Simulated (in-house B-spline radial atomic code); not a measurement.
**Sm⁵⁷⁺: excited configurations**

Aim: the energies of several excited configurations of Sm⁵⁷⁺ above a reference configuration, each from its own self-consistent run.

The numbers are computed with in-house B-spline radial atomic code version 1 (Dirac-Hartree-Fock, average of configuration, Fermi nucleus, basis-set limit), except any that are marked as measured or tabulated.

### Step 1. The system

```
element       : samarium (Z = 62)
charge        : +57
electrons     : 5
configuration : [He] 2s2 2p1
Hamiltonian   : Dirac-Coulomb
nucleus       : Fermi, rms radius 5.082 fm
```

Outer shells as boxes (Hund's rule):

[He] 2s2 2p1
```
[He] core
2s [↑↓]
2p [↑ ][  ][  ]
```

The boxes draw the filling by Hund's rule, which heavy ions in jj coupling don't follow; these runs average over all states of the configuration.

Input settings:

```ini
Z = 62
electrons = 5.0
configuration = [He] 2s2 2p1
hamiltonian = dirac
method = hf
spin_polarised = False
nucleus = fermi
rms_radius = 5.0819
mass_number = 152
atomic_mass = 151.919738646
speed_of_light = 137.035999084
```

The reference is known from an earlier run: -5434.366904 hartree in all. Up to eight levels, counted from the top:

```csv
orbital,occupation,energy (eV),<r> (bohr)
1s1/2,2,-53020.4,0.02263
2s1/2,2,-12756.6,0.09219
2p1/2,0.333333,-12606.6,0.07640
2p3/2,0.666667,-11933.7,0.08226
```

### Step 2. [He] 2s2 3s1

Input settings:

```ini
Z = 62
electrons = 5.0
configuration = [He] 2s2 3s1
hamiltonian = dirac
method = hf
spin_polarised = False
nucleus = fermi
rms_radius = 5.0819
mass_number = 152
atomic_mass = 151.919738646
speed_of_light = 137.035999084
```

### Step 3. [He] 2s1 2p1 4d1

Changes to the settings of step 2:

```diff
@@ -2,3 +2,3 @@
 electrons = 5.0
-configuration = [He] 2s2 3s1
+configuration = [He] 2s1 2p1 4d1
 hamiltonian = dirac
```

### Step 4. Run with [He] 2s1 2p1 4f1

Changes to the settings of step 3:

```diff
@@ -2,3 +2,3 @@
 electrons = 5.0
-configuration = [He] 2s1 2p1 4d1
+configuration = [He] 2s1 2p1 4f1
 hamiltonian = dirac
```

### Step 5. [He] 2s1 2p1 6s1

Changes to the settings of step 4:

```diff
@@ -2,3 +2,3 @@
 electrons = 5.0
-configuration = [He] 2s1 2p1 4f1
+configuration = [He] 2s1 2p1 6s1
 hamiltonian = dirac
```

### Step 6. Run with [He] 2s2 5g1

Changes to the settings of step 5:

```diff
@@ -2,3 +2,3 @@
 electrons = 5.0
-configuration = [He] 2s1 2p1 6s1
+configuration = [He] 2s2 5g1
 hamiltonian = dirac
```

Before running: How far above the reference does each configuration lie (order and size, in eV)?

As calculated:

| net move | configuration | energy above the reference (eV) | with Breit, QED, recoil (eV) | largest <r> (bohr) |
| --- | --- | --- | --- | --- |
| 2p → 3s | [He] 2s2 3s1 | 6645.56 | 6639.27 | 0.214 |
| 2s → 4d | [He] 2s1 2p1 4d1 | 9855.93 | 9834.99 | 0.357 |
| 2s → 4f | [He] 2s1 2p1 4f1 | 9881.38 | 9860.23 | 0.309 |
| 2p → 5g | [He] 2s2 5g1 | 10321.6 | 10309.5 | 0.473 |
| 2s → 6s | [He] 2s1 2p1 6s1 | 11429.0 | 11408.5 | 0.890 |

Quantum defects of the promoted electron, δ = n − ζ/√(−2ε) with ζ = 58 and ε its orbital energy in hartree:

| promotion | δ |
| --- | --- |
| 2p → 3s | 0.118 |
| 2s → 4d | 0.027 |
| 2s → 4f | 0.010 |
| 2p → 5g | 0.007 |
| 2s → 6s | 0.170 |

What this shows: The lowest of them is 2p → 3s at 6645.56 eV and the highest 2s → 6s at 11429.0 eV. Of those tabulated, the defect is largest for 6s (0.17) and least for 5g (0.01); at this charge much of the defect is relativistic. Two partly filled shells share a symmetry and can mix in the average, which may lower the energy, for: 2s → 6s. These are averages over configurations, without correlation, not spectroscopic levels.
